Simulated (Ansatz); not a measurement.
# CH4BFO2: the cost of one run

Program: Ansatz 0.2.0. Level of theory: RKS PBE0-D4/def2-mTZVP. These are calculated values, not measurements.

## Step 1: The system as given

Bond lengths: C1–O2 1.399 Å, O2–B3 1.441 Å, B3–O4 1.506 Å, B3–F5 1.448 Å, C1–H6 1.165 Å, C1–H7 1.075 Å, C1–H8 1.166 Å, O4–H9 0.910 Å. Angles: C1–O2–B3 106.5°, O2–C1–H6 106.1°, O2–C1–H7 115.9°, O2–C1–H8 111.9°, H6–C1–H7 108.6°, H6–C1–H8 102.5°, H7–C1–H8 110.8°, O2–B3–O4 123.0°, O2–B3–F5 121.3°, O4–B3–F5 115.7°, B3–O4–H9 105.7°.

As a file:

```xyz
9

C    -0.5813    0.3911   -0.9712
O    -1.0292   -0.0248    0.2870
B     0.1438   -0.1821    1.1088
O     0.9370   -1.4612    1.1722
F     0.6456    0.9082    1.9186
H    -1.5383    0.5782   -1.6087
H     0.0504   -0.3014   -1.4976
H    -0.0925    1.4486   -0.9318
H     1.5531   -1.4029    0.5056
```

## Step 2: End point A

input.yaml

```yaml
crystal:
  periodic: [false, false, false]
  atoms:
    - { symbol: C, position_ang: [-0.5813, 0.3911, -0.9712] }
    - { symbol: O, position_ang: [-1.0292, -0.0248, 0.287] }
    - { symbol: B, position_ang: [0.1438, -0.1821, 1.1088] }
    - { symbol: O, position_ang: [0.937, -1.4612, 1.1722] }
    - { symbol: F, position_ang: [0.6456, 0.9082, 1.9186] }
    - { symbol: H, position_ang: [-1.5383, 0.5782, -1.6087] }
    - { symbol: H, position_ang: [0.0504, -0.3014, -1.4976] }
    - { symbol: H, position_ang: [-0.0925, 1.4486, -0.9318] }
    - { symbol: H, position_ang: [1.5531, -1.4029, 0.5056] }
basis:
  gaussian: { orbitals: def2-mTZVP }
hamiltonian:
  xc: pbe0
  dispersion: d4
relax:
  f_tol: 0.015
  max_steps: 40
output:
  orbitals: {}
```

On the command line:

```bash
> ansatz run input.yaml --threads 2 --pin off --max-ram 3072MiB --backend cpu --events-out ev --progress --plain --runs-dir out
```

**Question.** How long does this run take on 2 threads of Intel Xeon 6975P-C (Granite Rapids), shared host, and how much memory does it need?

About 41 s, with a peak of 0.24 GiB.
